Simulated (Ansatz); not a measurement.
# C2H9AlSSi: up Jacob's ladder to CCSD(T)

The task here is to estimate one member of a computed series from the others.

Computed with Ansatz 0.2.0, Gaussian basis. Level: functionals in def2-TZVPP, the program's frozen cores in correlated methods.

Levels to be run: PBE-D4, r2SCAN-D4, PBE0-D4, B3LYP-D4, ωB97X-V, ωB97M-V, B2PLYP; CCSD(T)/def2-TZVPP; MP2/def2-QZVPP; extrapolation to the limit.

## The relaxed structure

The geometry comes from an earlier relaxation with PBE0-D4 in a triple-zeta def2 set; it is a stationary point, not always the lowest conformer.

SMILES `CC[SiH]([AlH2])S`, 14 atoms, charge 0, spin multiplicity 1.

Atoms are counted from 1 here; the program's logs count them from 0.

Bond lengths: C1–C2 1.528 Å, C1–H6 1.093 Å, C1–H7 1.093 Å, C1–H8 1.093 Å, C2–Si3 1.881 Å, C2–H9 1.094 Å, C2–H10 1.095 Å, Si3–Al4 2.395 Å, Si3–S5 2.294 Å, Si3–H11 1.493 Å, Al4–H12 1.586 Å, Al4–H13 1.585 Å, S5–H14 1.344 Å. Angles: C2–C1–H6 111.2°, C2–C1–H7 111.6°, C2–C1–H8 111.5°, H6–C1–H7 107.4°, H6–C1–H8 107.5°, H7–C1–H8 107.5°, C1–C2–Si3 111.8°, C1–C2–H9 110.7°, C1–C2–H10 110.3°, Si3–C2–H9 108.9°, Si3–C2–H10 108.2°, H9–C2–H10 106.8°, C2–Si3–Al4 125.7°, C2–Si3–S5 105.1°, C2–Si3–H11 109.4°, Al4–Si3–S5 64.5°, Al4–Si3–H11 124.8°, S5–Si3–H11 103.2° and more.

The first run:

in.yaml reads:

```yaml
crystal:
  periodic: [false, false, false]
  atoms:
    - {symbol: C, position_ang: [-1.439918, 1.508553, 1.063867]}
    - {symbol: C, position_ang: [-0.478662, 1.206562, -0.084307]}
    - {symbol: Si, position_ang: [0.595348, -0.294241, 0.281030]}
    - {symbol: Al, position_ang: [0.372981, -2.453235, -0.731923]}
    - {symbol: S, position_ang: [1.833196, -0.622941, -1.622735]}
    - {symbol: H, position_ang: [-2.060099, 2.380002, 0.840725]}
    - {symbol: H, position_ang: [-0.903285, 1.719498, 1.992837]}
    - {symbol: H, position_ang: [-2.111425, 0.667816, 1.256195]}
    - {symbol: H, position_ang: [0.169590, 2.065389, -0.282906]}
    - {symbol: H, position_ang: [-1.036654, 1.010821, -1.005483]}
    - {symbol: H, position_ang: [1.625306, 0.068100, 1.299231]}
    - {symbol: H, position_ang: [-0.820658, -2.605545, -1.764985]}
    - {symbol: H, position_ang: [1.318086, -3.630997, -0.249742]}
    - {symbol: H, position_ang: [2.923396, -1.049079, -0.963004]}
basis:
  gaussian: {orbitals: def2-TZVPP}
hamiltonian: {xc: pbe, dispersion: d4}
output: {forces: true, orbitals: {seedname: orbitals}}
```

Launch:

```sh
$ ansatz run in.yaml --threads 4 --pin off --events-out ev --progress --plain --max-ram 10444MiB
```

Steps of the session up to this table: PBE-D4 (GGA); r2SCAN-D4 (meta-GGA); PBE0-D4 (hybrid); B3LYP-D4 (hybrid); ωB97X-V (range-separated); ωB97M-V (range-separated); B2PLYP (double hybrid); CCSD(T) in def2-TZVPP; MP2 in def2-QZVPP.

One of the session's tables, all rows but one given; the rest of the session is left out.

| method | atomisation energy (kJ/mol) |
| --- | --- |
| PBE-D4 | 4668.4 |
| r2SCAN-D4 | 4656.2 |
| PBE0-D4 | 4635.9 |
| B3LYP-D4 | 4625.0 |
| ωB97X-V | 4661.8 |
| ωB97M-V | 4651.7 |
| B2PLYP | 4564.0 |
| HF/def2-TZVPP | 3475.6 |
| MP2/def2-TZVPP | 4537.0 |
| CCSD/def2-TZVPP | 4469.5 |
| CCSD(T)/def2-TZVPP | ? |
| MP2/CBS | 4649.8 |
| CCSD(T)/CBS | 4639.2 |

Estimate the missing values for CCSD(T)/def2-TZVPP.

As computed: atomisation energy (kJ/mol): 4526.5. In the column «atomisation energy (kJ/mol)» it lies between CCSD/def2-TZVPP (4469.5) and MP2/def2-TZVPP (4537.0).

Limits of these values: Free atoms (2 C, 1 Si, 1 Al, 1 S, 9 H) were run apart at each level; the atomisation energy is their sum less the molecule, without zero-point or spin-orbit terms.
